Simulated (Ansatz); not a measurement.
Geometry optimisation, DFT PBE, scalar-relativistic, plane waves, PAW in Ansatz.

The input (input.yaml):

```yaml
crystal:
  lattice:
    - [0.0, 5.43, 5.43]
    - [5.43, 0.0, 5.43]
    - [5.43, 5.43, 0.0]
  atoms:
    - { symbol: Si, position: [0.0, 0.0, 0.0] }
    - { symbol: Si, position: [0.125, 0.125, 0.125] }
    - { symbol: Si, position: [0.0, 0.0, 0.5] }
    - { symbol: Si, position: [0.125, 0.125, 0.625] }
    - { symbol: Si, position: [0.0, 0.5, 0.0] }
    - { symbol: Si, position: [0.125, 0.625, 0.125] }
    - { symbol: Si, position: [0.0, 0.5, 0.5] }
    - { symbol: Si, position: [0.125, 0.625, 0.625] }
    - { symbol: Si, position: [0.5, 0.0, 0.0] }
    - { symbol: Si, position: [0.625, 0.125, 0.125] }
    - { symbol: Si, position: [0.5, 0.0, 0.5] }
    - { symbol: Si, position: [0.625, 0.125, 0.625] }
    - { symbol: Si, position: [0.5, 0.5, 0.0] }
    - { symbol: Si, position: [0.625, 0.625, 0.125] }
    - { symbol: Si, position: [0.5, 0.5, 0.5] }
    - { symbol: Si, position: [0.625, 0.625, 0.625] }
    - { symbol: Cu, position: [0.25300645, 0.24833688, 1.25767972] }
total_charge: 1
basis:
  ecutwfc: 420.0
kpoints:
  mp_grid: { grid: [2, 2, 2] }
hamiltonian:
  xc: pbe
  pseudopotentials: { kind: paw, azcp: { folder: soft_1 } }
scf:
  occupations: { method: gaussian, width: 0.05 }
  lower_state_search: "off"
relax:
  f_tol: 0.03
  max_steps: 60
  adjacent_minimum: "off"
```

Command:

```bash
$ ansatz run input.yaml --threads 1 --pin off --max-ram 3072MiB --backend cpu --events-out ev --progress --plain --runs-dir out
```

Question: Where does it end, and by what steps?

Answer: The run converged. Limits of this set-up: coarse k mesh, a small cell, in which the defect meets its images, a typed lattice constant that wasn't relaxed here, charged cell in a uniform background, uncorrected. After 9 steps the energy has fallen by 0.144 eV; Si4 moved furthest, 0.25 Å.

| step | energy less start (eV) | largest force component (eV/Å) | accepted |
| --- | --- | --- | --- |
| 0 | 0.0000 | 0.673 | yes |
| 1 | -0.1006 | 0.222 | yes |
| 2 | -0.1102 | 0.048 | yes |
| 3 | -0.1083 | 0.281 | no |
| 4 | -0.1198 | 0.103 | yes |
| 5 | -0.1283 | 0.159 | yes |
| 6 | -0.1361 | 0.093 | yes |
| 7 | -0.1379 | 0.117 | yes |
| 8 | -0.1427 | 0.038 | yes |
| 9 | -0.1436 | 0.028 | yes |

```xyz
17
Lattice="0.0000 5.4300 5.4300 5.4300 0.0000 5.4300 5.4300 5.4300 0.0000" Properties=species:S:1:pos:R:3
Si 0.134 0.134 -0.124
Si 1.357 1.358 1.427
Si 2.758 2.760 0.010
Si 4.215 4.218 1.216
Si 2.672 -0.069 2.765
Si 4.017 1.356 4.075
Si 5.427 2.761 2.669
Si 6.726 4.038 4.136
Si -0.071 2.673 2.765
Si 1.355 4.016 4.076
Si 2.758 5.427 2.671
Si 4.035 6.728 4.136
Si 2.669 2.669 5.497
Si 4.022 4.023 6.836
Si 5.374 5.377 5.482
Si 6.725 6.726 6.820
Cu 8.305 8.306 2.566
```

Whether the end is a true minimum wasn't checked by a vibrational analysis.

Time of the run: 2.3 min on 1 thread of Intel(R) Xeon(R) Processor @ 2.50GHz (Skylake/Cascade Lake), on a shared host, peak memory 0.59 GiB.
